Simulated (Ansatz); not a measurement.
# BrClH₄OSi₂: small, medium and large basis sets

An exercise on one series of results from a longer session: the logs are not shown, and one member is left open.

Program: Ansatz 0.2.0, Gaussian basis. Level of theory: one geometry, several basis sets. These are calculated values, not measurements.

Levels to be run: PBE0-D4/def2-SVP; ωB97M-V/def2-SVP; PBE0-D4/def2-QZVPP; ωB97M-V/def2-QZVPP; the functionals' def2-TZVPP values are taken from earlier runs.

## The relaxed structure

All runs share one geometry, relaxed beforehand with PBE0-D4 in a triple-zeta def2 set.

9 atoms, charge 0, spin multiplicity 1.

Atoms are counted from 1 here; the program's logs count them from 0.

Bond lengths: O1–Si2 1.628 Å, O1–H6 0.960 Å, Si2–Si3 2.329 Å, Si2–Cl4 2.055 Å, Si2–Br5 2.225 Å, Si3–H7 1.484 Å, Si3–H8 1.485 Å, Si3–H9 1.485 Å. Angles: Si2–O1–H6 119.0°, O1–Si2–Si3 109.2°, O1–Si2–Cl4 110.2°, O1–Si2–Br5 110.0°, Si3–Si2–Cl4 110.6°, Si3–Si2–Br5 110.3°, Cl4–Si2–Br5 106.5°, Si2–Si3–H7 107.8°, Si2–Si3–H8 109.4°, Si2–Si3–H9 109.2°, H7–Si3–H8 110.1°, H7–Si3–H9 110.1°, H8–Si3–H9 110.2°.

The first run:

in.yaml reads:

```yaml
crystal:
  periodic: [false, false, false]
  atoms:
    - {symbol: O, position_ang: [-1.878966, -0.446711, 0.158421]}
    - {symbol: Si, position_ang: [-0.504840, 0.348341, 0.519946]}
    - {symbol: Si, position_ang: [1.229538, -0.480161, -0.795265]}
    - {symbol: Cl, position_ang: [-0.066704, 0.133381, 2.516652]}
    - {symbol: Br, position_ang: [-0.771938, 2.528733, 0.163952]}
    - {symbol: H, position_ang: [-2.691713, -0.197955, 0.605090]}
    - {symbol: H, position_ang: [2.464817, 0.259394, -0.435004]}
    - {symbol: H, position_ang: [1.405836, -1.929579, -0.524162]}
    - {symbol: H, position_ang: [0.902472, -0.261642, -2.226729]}
basis:
  gaussian: {orbitals: def2-SVP}
hamiltonian: {xc: pbe0, dispersion: d4}
output: {orbitals: {seedname: orbitals}}
```

Among the steps run: PBE0-D4 in def2-SVP; ωB97M-V in def2-SVP; PBE0-D4 in def2-QZVPP; ωB97M-V in def2-QZVPP.

One table of the session follows, with a row left open; its other results are not shown here.

It belongs to the step «Density functionals: the series». 

| functional | basis | HOMO (eV) | LUMO (eV) |
| --- | --- | --- | --- |
| PBE0-D4 | def2-SVP | -8.27 | -0.16 |
| PBE0-D4 | def2-TZVPP | ? | ? |
| PBE0-D4 | def2-QZVPP | -8.37 | -0.53 |
| ωB97M-V | def2-SVP | -10.28 | 1.78 |
| ωB97M-V | def2-TZVPP | -10.39 | 1.37 |
| ωB97M-V | def2-QZVPP | -10.41 | 1.17 |

Q: Estimate the row for PBE0-D4, def2-TZVPP from the others.

As computed: HOMO (eV): -8.35; LUMO (eV): -0.45. In the column «HOMO (eV)» it lies between PBE0-D4, def2-QZVPP (-8.37) and PBE0-D4, def2-SVP (-8.27).
